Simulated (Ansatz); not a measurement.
# Rh3Pb: the cost of one run

Program: the Python package of Ansatz 0.2.0. The levels of theory stand in the script. These are calculated values, not measurements.

### Step 1. The structure

The structure is tetragonal, space group I4/mmm (No. 139). The conventional cell has a = 4.075 Å, b = 4.075 Å, c = 7.666 Å, α = 90.00°, β = 90.00°, γ = 90.00°. Around Rh (site symmetry -4m2) lie 8 Rh at 2.80 to 2.88 Å and 4 Pb at 2.80 Å. Rh (site symmetry 4/mmm) is surrounded by 8 Rh at 2.80 Å and 4 Pb at 2.88 Å. Around Pb (site symmetry 4/mmm) lie 12 Rh at 2.80 to 2.88 Å.

The script holds or builds the structure itself.

### Step 2. Script

The input, xc_rh3pb.py:

```python
"""Functional comparison for Rh3Pb (totals differ with the potentials too)."""

import ansatz as az
import pandas as pd

xtal = (
    az.Lattice.from_parameters(4.074959, 4.074959, 7.666005, alpha=90, beta=90, gamma=90)
    .space_group(139, hermann_mauguin="I4/mmm")
    .atom("Rh", (0.0, 0.5, 0.25))
    .atom("Rh", (0.5, 0.5, 0.0))
    .atom("Pb", (0.0, 0.0, 0.0))
    .primitive()
)

job = (
    xtal.calculation()
    .pseudopotentials("paw")
    .kpoints(8)  # the mesh must be finer for metals
    .occupations(az.OccupationsMethod.FERMI_DIRAC, width=0.1)  # fractional filling near the Fermi level
    .forces()  # eV per angstrom
    .stress()
)

rows = []
for value in ["lda", "pbesol", "blyp"]:
    data = job.functional(value).run(threads=1).report
    rows.append((value, data["free_energy_ev"] / len(data["lattice"]["sites"]), data["n_iterations"], sum(data["stress_gpa"][i][i] for i in range(3)) / 3, max(abs(f) for row in data["forces_ev_ang"] for f in row), data["n_kpoints"]))

table = pd.DataFrame(rows, columns=["functional", "F/atom (eV)", "iterations", "P (GPa)", "max component (eV/A)", "k-points"])
print(table.round(5).to_string(index=False))
```

### Step 3. What the engine is handed

The engine receives this input (first run):

```yaml
crystal:
  lattice:
    a: 4.074959
    b: 4.074959
    c: 7.666005
    alpha: 90.0
    beta: 90.0
    gamma: 90.0
  space_group: 139
  setting:
    hermann_mauguin: I4/mmm
  atoms:
    - { symbol: Rh, position: [0.0, 0.5, 0.25] }
    - { symbol: Rh, position: [0.5, 0.5, 0.0] }
    - { symbol: Pb, position: [0.0, 0.0, 0.0] }
  reduce_to_primitive: true
kpoints:
  mp_grid:
    grid: [8, 8, 8]
hamiltonian:
  xc: lda
  pseudopotentials:
    kind: paw
scf:
  occupations:
    method: fermi_dirac
    width: 0.1
output:
  forces: true
  stress: true
```

### Step 4. Running it

Started as:

```bash
$ python xc_rh3pb.py
```

Q: Estimate wall time and peak memory on 1 thread of Arm Neoverse V2, shared host.

About 22 s, with a peak of 0.53 GiB.
